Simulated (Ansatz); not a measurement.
# C₂H₃Cl₂Si radical: one species, many methods

The task here is to estimate one member of a computed series from the others.

The runs use Ansatz 0.2.0, Gaussian basis; functionals in def2-TZVPP, the program's frozen cores in correlated methods.

Plan: LDA (SPW92), PBE-D4, revPBE-D4, BLYP-D4, r2SCAN-D4, B97M-V, PBE0-D4, B3LYP-D4, r2SCANh-D4, r2SCAN0-D4, HSE06-D4, BHLYP-D4, CAM-B3LYP-D4, LC-ωPBE, ωB97X-V, ωB97M-V, B2PLYP, PBE-QIDH; CCSD(T)/def2-SVP; CCSD(T)/def2-TZVPP; MP2/def2-QZVPP; extrapolation to the limit; RPA on PBE.

### Structure used throughout

All runs share one geometry, relaxed beforehand with PBE0-D4 in a triple-zeta def2 set.

SMILES `[CH]=C[SiH](Cl)Cl`, 8 atoms, charge 0, spin multiplicity 2.

Atoms are counted from 1 here; the program's logs count them from 0.

Bond lengths: C1–C2 1.302 Å, C1–H6 1.081 Å, C2–Si3 1.849 Å, C2–H7 1.096 Å, Si3–Cl4 2.046 Å, Si3–Cl5 2.046 Å, Si3–H8 1.473 Å. Angles: C2–C1–H6 140.4°, C1–C2–Si3 119.3°, C1–C2–H7 121.6°, Si3–C2–H7 119.1°, C2–Si3–Cl4 109.6°, C2–Si3–Cl5 109.6°, C2–Si3–H8 111.7°, Cl4–Si3–Cl5 108.1°, Cl4–Si3–H8 108.9°, Cl5–Si3–H8 108.9°.

Set-up of the first run:

Contents of in.yaml:

```yaml
crystal:
  periodic: [false, false, false]
  atoms:
    - {symbol: C, position_ang: [-0.467204, 1.549841, 0.659263]}
    - {symbol: C, position_ang: [-0.193615, 0.279140, 0.737886]}
    - {symbol: Si, position_ang: [0.301599, -0.635846, -0.791093]}
    - {symbol: Cl, position_ang: [-1.013128, -2.166627, -1.130880]}
    - {symbol: Cl, position_ang: [2.164150, -1.443534, -0.534591]}
    - {symbol: H, position_ang: [-0.772548, 2.376448, 1.285646]}
    - {symbol: H, position_ang: [-0.249630, -0.262110, 1.689032]}
    - {symbol: H, position_ang: [0.322478, 0.245591, -1.971064]}
basis:
  gaussian: {orbitals: def2-TZVPP}
magnetization: {spin_polarized: true, initial_magnetization: 1}
hamiltonian: {xc: lda}
output: {orbitals: {seedname: orbitals}}
```

Among the steps run: LDA; PBE-D4 (GGA); revPBE-D4 (GGA); BLYP-D4 (GGA); r2SCAN-D4 (meta-GGA); B97M-V (meta-GGA); PBE0-D4 (hybrid); B3LYP-D4 (hybrid); r2SCANh-D4 (hybrid); r2SCAN0-D4 (hybrid); HSE06-D4 (hybrid); BHLYP-D4 (hybrid); CAM-B3LYP-D4 (range-separated); LC-ωPBE-D4 (range-separated; the results give it without D4); ωB97X-V (range-separated); ωB97M-V (range-separated); B2PLYP (double hybrid); PBE-QIDH (double hybrid).

One table of the session follows, with a row left open; its other results are not shown here.

It belongs to the step «Frontier levels by functional». 

```
  functional  HOMO (eV)  LUMO (eV)  gap (eV)
 LDA (SPW92)      -5.66      -4.09      1.57
      PBE-D4      -5.71      -3.55      2.16
   revPBE-D4      -5.69      -3.40      2.28
     BLYP-D4      -5.54      -3.60      1.94
   r2SCAN-D4      -6.18      -2.86      3.33
      B97M-V      -5.99      -3.32      2.68
     PBE0-D4      -7.17      -2.34      4.83
    B3LYP-D4          ?          ?         ?
  r2SCANh-D4      -6.71      -2.45      4.26
  r2SCAN0-D4      -7.51      -1.86      5.65
    HSE06-D4      -6.76      -2.73      4.03
    BHLYP-D4      -8.48      -1.29      7.18
CAM-B3LYP-D4      -8.50      -1.37      7.13
     LC-ωPBE      -9.96       0.18     10.14
     ωB97X-V      -9.44      -0.40      9.04
     ωB97M-V      -9.16      -0.52      8.64
```

Q: Estimate the row for B3LYP-D4 from the others.

Worked estimate for «HOMO (eV)». Against the share of exact exchange, BLYP-D4 (0, -5.54), BHLYP-D4 (0.5, -8.48) give a slope of -5.88 per unit share; at 0.2 the line stands at -6.72.

**Answer.** HOMO (eV): -6.86; LUMO (eV): -2.83; gap (eV): 4.03. In «HOMO (eV)» the line misses by +0.14.
